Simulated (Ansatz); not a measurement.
Working through a formation energy from the elements of RbTl3 and its elements

Program: the Python package of Ansatz (0.2.0).

At the Python prompt:
```pycon
>>> from collections import Counter
>>> import warnings
>>> import ansatz
>>> import numpy as np
>>> PHASES = {
...     'RbTl3': (
...         [(0.0, 4.118, 4.118), (4.118, 0.0, 4.118), (4.118, 4.118, 0.0)],
...         [
...             ('Rb', (0.0, 0.0, 0.0)),
...             ('Tl', (0.25, 0.25, 0.25)),
...             ('Tl', (0.75, 0.75, 0.75)),
...             ('Tl', (0.5, 0.5, 0.5)),
...         ],
...     ),
...     'Rb': (
...         [(-2.8025, 2.8025, 2.8025), (2.8025, -2.8025, 2.8025), (2.8025, 2.8025, -2.8025)],
...         [
...             ('Rb', (0.0, 0.0, 0.0)),
...         ],
...     ),
...     'Tl': (
...         [(3.456, 0.0, 0.0), (-1.728, 2.99298, 0.0), (0.0, 0.0, 5.525)],
...         [
...             ('Tl', (1 / 3, 2 / 3, 0.25)),
...             ('Tl', (2 / 3, 1 / 3, 0.75)),
...         ],
...     ),
... }
>>> def build(vectors, sites):
...     crystal = ansatz.Crystal(lattice=ansatz.Lattice.of(vectors))
...     for symbol, position in sites:
...         crystal = crystal.atom(symbol, position)
...     return crystal
...
>>> def compute(name, crystal):
...     calc = (
...         crystal.calculation()
...         .functional('LDA')
...         .basis(520)
...         .kpoints(spacing=0.14)
...         .occupations('cold', width=0.1)
...         .stress()
...     )
...     calc = calc.relax(force_tolerance=0.03, cell=True)
...     return calc.run(threads=1)
...
>>> def counts(outcome):
...     return Counter(site.symbol for site in outcome.lattice.sites)
...
>>> def formation_energy(outcome, mu):
...     n = counts(outcome)
...     return (outcome.report['energy_sigma0_ev'] - sum(k * mu[element] for element, k in n.items())) / sum(n.values())
...
>>> def volume_per_atom(outcome):
...     return abs(np.linalg.det(outcome.lattice.cell_ang)) / len(outcome.lattice.sites)
...
>>> warnings.simplefilter('ignore', ansatz.DeckWarning)
>>> phases = {name: build(*cell) for name, cell in PHASES.items()}
>>> done = {}
>>> for name, crystal in phases.items():
...     done[name] = compute(name, crystal)
...     print(f'{name}: {done[name].report["energy_sigma0_ev"]:.4f} eV, {len(done[name].lattice.sites)} atoms')
...
RbTl3: -36610.7385 eV, 4 atoms
Rb: -3170.7542 eV, 1 atoms
Tl: -22293.1873 eV, 2 atoms
>>> # chemical potentials of the elements at zero temperature
>>> references = {'Rb': 'Rb', 'Tl': 'Tl'}
>>> mu = {element: done[name].report['energy_sigma0_ev'] / len(done[name].lattice.sites) for element, name in references.items()}
>>> target = done['RbTl3']
>>> heat = formation_energy(target, mu)
>>> rows = [(name, len(o.lattice.sites), volume_per_atom(o), formation_energy(o, mu)) for name, o in done.items()]
>>> print('     phase       atoms  V (A^3/atom)  E_form (eV/atom)')
     phase       atoms  V (A^3/atom)  E_form (eV/atom)
>>> for row in rows:
...     print(f'{str(row[0]):>10}  {row[1]:10d}  {row[2]:12.3f}  {row[3]:16.4f}')
...
     RbTl3           4        29.436           -0.0509
        Rb           1        78.094            0.0000
        Tl           2        27.217            0.0000
```

Caveats:
- Absolute energies stand on the zero of these potentials, so only differences at equal settings mean something.
- Spin-orbit coupling, which matters for elements this heavy, is left out.
- The cells come from databases of deposited and of computed structures, and not all need be stable phases.
- The compound is the structure given, not necessarily its lowest; energies are at zero temperature, with no correction for gases. A semilocal functional's error on such energies is often 0.05 to 0.1 eV an atom, and 0.1 to 0.3 eV against gases such as O2 or F2.
- Hardware and time: 94 s on 1 thread of Arm Neoverse V2, with other jobs on the host, peak memory 0.58 GiB.
